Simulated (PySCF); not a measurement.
# HgS: changing the method

Aim: see what other levels and later steps give for HgS.

The runs use PySCF 2.14.0; method and basis as typed in the scripts.

1 further run of the same task is left out (for a known fault of the program).

**1. Where the work starts**

HgS: 2 atoms, charge 0, spin multiplicity 1.

Bond lengths: Hg1–S2 2.524 Å.

**2. The run that the others are compared with**

File input.py:

```python
from pyscf import gto, scf, mp

mol = gto.M(
    atom='Hg 0 0 0; S 0 0 2.524',
    basis='jorge-dzp',
    charge=0,
    spin=0,
    symmetry=True,
    verbose=3,
)
mf = scf.RHF(mol)
mf.kernel()
mp.MP2(mf, frozen=28).kernel()
mf.dip_moment()
print('orbital energies (hartree):', mf.mo_energy[..., max(0, mol.nelec[1]-3):mol.nelec[0]+3].round(4))
```

Started as:

```bash
> OMP_NUM_THREADS=1 python input.py
```

**3. UHF**

Edit 1 changes SCF type: RHF → UHF.

File input.py:

```python
from pyscf import gto, scf, mp

mol = gto.M(
    atom='Hg 0 0 0; S 0 0 2.524',
    basis='jorge-dzp',
    charge=0,
    spin=0,
    symmetry=True,
    verbose=3,
)
mf = scf.UHF(mol)
mf.kernel()
mp.MP2(mf, frozen=28).kernel()
mf.dip_moment()
print('orbital energies (hartree):', [e[max(0, n-3):n+3].round(4) for e, n in zip(mf.mo_energy, mol.nelec)])
```

**4. SCF alone**

Edit 2 changes step after the SCF: mp2 → none.

Edit input.py of step 2 so:

```diff
@@ -1,2 +1,2 @@
-from pyscf import gto, scf, mp
+from pyscf import gto, scf
 
@@ -12,3 +12,2 @@
 mf.kernel()
-mp.MP2(mf, frozen=28).kernel()
 mf.dip_moment()
```

**5. Pbe0 (RKS)**

Edit 3 changes functional: none (Hartree–Fock) → pbe0; SCF type: RHF → RKS; step after the SCF: mp2 → analyze.

File input.py:

```python
from pyscf import gto, dft

mol = gto.M(
    atom='Hg 0 0 0; S 0 0 2.524',
    basis='jorge-dzp',
    charge=0,
    spin=0,
    symmetry=True,
    verbose=3,
)
mf = dft.RKS(mol, xc='pbe0')
mf.kernel()
mf.analyze()
print('orbital energies (hartree):', mf.mo_energy[..., max(0, mol.nelec[1]-3):mol.nelec[0]+3].round(4))
```

**6. Population analysis**

Edit 4 changes step after the SCF: mp2 → analyze.

File input.py:

```python
from pyscf import gto, scf

mol = gto.M(
    atom='Hg 0 0 0; S 0 0 2.524',
    basis='jorge-dzp',
    charge=0,
    spin=0,
    symmetry=True,
    verbose=3,
)
mf = scf.RHF(mol)
mf.kernel()
mf.analyze()
print('orbital energies (hartree):', mf.mo_energy[..., max(0, mol.nelec[1]-3):mol.nelec[0]+3].round(4))
```

Before running it: what results should come out? Wanted: for each run, E(SCF); from base; gap; SCF dipole; after the SCF.

The runs gave:

```tsv
run	E(SCF) (hartree)	from base (eV)	gap (eV)	SCF dipole (D)	after the SCF
base	-18786.266665	0	7.28	7.71	MP2 correlation -14.336 eV, core frozen
UHF	-18786.266665	0.0000	7.28	7.71	MP2 correlation -14.336 eV, core frozen
SCF alone	-18786.266665	0.0000	7.28	7.71	n/a
pbe0 (RKS)	-18790.620905	not comparable	1.92	7.17	n/a
population analysis	-18786.266665	0.0000	7.28	7.71	n/a
```

**Reading.** With UHF the SCF ends at the base energy. A lower total energy from another functional means nothing by itself.
